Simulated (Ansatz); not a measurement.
**AlGaH (quartet): wave-function methods side by side at scale of all distances = 0.870, 6-31G**

Aim: climb from Hartree-Fock through coupled cluster and multireference methods for AlGaH (quartet) at one geometry and basis, and see what each rung misses.

Method: 6-31G, core rule «outside noble gas», up to 19 orbitals frozen; program: Ansatz 0.2.0, Gaussian basis.

To be run: UHF; CCSD(T) on ROHF; CCSD(T) on UHF; BCCD(T) on ROHF; CISD; CCSDT(Q) on ROHF; CCSDT(Q) on UHF; CASSCF and MRCISD+Q, 5 electrons in 5 orbitals; CASSCF and NEVPT2, 5 electrons in 5 orbitals; CASSCF and MRCISD+Q, 7 electrons in 9 orbitals; CASSCF and MRCISD+Q(relaxed), 7 electrons in 9 orbitals; CASSCF and NEVPT2, 7 electrons in 9 orbitals; Full CI.

12 further runs of the same task are left out: 8 that didn't finish, 4 set aside as unsound or not needed.

### 1 What is computed

The geometry derives from a PBE0/def2-TZVP stationary point (not a proven minimum). All distances are scaled together. No spin-orbit coupling is included. The filled d shell of Ga may be among the frozen orbitals whatever the setting's name suggests; the logs give the count.

3 atoms, charge 0, spin multiplicity 4.

Atoms are counted from 1 here; the program's logs count them from 0.

Bond lengths: Al1–Ga2 2.039 Å, Al1–H3 1.376 Å. Angles: Ga2–Al1–H3 180.0°.

### 2 UHF

Input file in.yaml:

```yaml
crystal:
  periodic: [false, false, false]
  atoms:
    - {symbol: Al, position_ang: [0.000000, 0.000000, 0.220893]}
    - {symbol: Ga, position_ang: [0.000000, 0.000000, -1.818039]}
    - {symbol: H, position_ang: [0.000000, 0.000000, 1.597146]}
basis:
  gaussian: {orbitals: 6-31G}
magnetization: {spin_polarized: true, initial_magnetization: 3}
hamiltonian: {xc: hf}
output: {orbitals: {seedname: orbitals}}
```

On the command line:

```bash
$ ansatz run in.yaml --threads 1 --pin off --events-out ev --progress --plain --max-ram 2393MiB
```

The runs that follow: CCSD(T) on ROHF; CCSD(T) on UHF; BCCD(T) on ROHF; CISD; CCSDT(Q) on ROHF; CCSDT(Q) on UHF; CASSCF and MRCISD+Q, 5 electrons in 5 orbitals; CASSCF and NEVPT2, 5 electrons in 5 orbitals; CASSCF and MRCISD+Q, 7 electrons in 9 orbitals; CASSCF and MRCISD+Q(relaxed), 7 electrons in 9 orbitals; CASSCF and NEVPT2, 7 electrons in 9 orbitals; Full CI.

**Question.** What will the summary of the whole plan be? Wanted: FCI below the RHF energy; RMP2 from FCI; UMP2 from FCI; RCCSD from FCI; RCCSD(T) from FCI; UCCSD(T) from FCI; RCCSDT(Q) from FCI; UCCSDT(Q) from FCI; MRCISD+Q pair from FCI.

**Answer**, as computed:

```
                         quantity                                                                                                                                          value
         FCI below the RHF energy                                                                                                                                     -1.7638 eV
                    RMP2 from FCI                                                                                                                                +12.33 kcal/mol
                    UMP2 from FCI                                                                                                                                +12.12 kcal/mol
                   RCCSD from FCI                                                                                                                                 +1.22 kcal/mol
                RCCSD(T) from FCI                                                                                                                                 +0.38 kcal/mol
                UCCSD(T) from FCI                                                                                                                                 +0.21 kcal/mol
               RCCSDT(Q) from FCI                                                                                                                                  0.00 kcal/mol
               UCCSDT(Q) from FCI                                                                                                                                 -0.17 kcal/mol
           MRCISD+Q pair from FCI                                                                                                                                 +0.29 kcal/mol
          NEVPT2 valence from FCI                                                                                                                                 +3.54 kcal/mol
        MRCISD+Q valence from FCI                                                                                                                                 +0.07 kcal/mol
levels within 1 kcal/mol (43 meV)  RCCSD(T), UCCSD(T), BCCD(T), RCCSDT, UCCSDT, RCCSDT(Q), UCCSDT(Q), MRCISD+Q pair, MRCISD valence, MRCISD+Q valence, MRCISD+Q(relaxed) valence
                    T1 diagnostic                                                                                                                                          0.026
   effectively unpaired electrons                                                                                                                                           3.02
```

RCCSD(T) lands +0.38 kcal/mol from the yardstick (0.9 % of the correlation energy). UCCSDT, UCCSDT(Q), MRCISD+Q(relaxed) valence fall below full CI: unrestricted runs freeze a spin-polarised core, another one than full CI's, and coupled cluster isn't variational. One determinant dominates. Of the multireference levels listed MRCISD+Q valence comes nearest in total energy (+0.07 kcal/mol), which doesn't show that its space is the better one. These misses are within one basis, not against nature; the frozen cores of restricted and unrestricted runs differ, which can shift their rows.
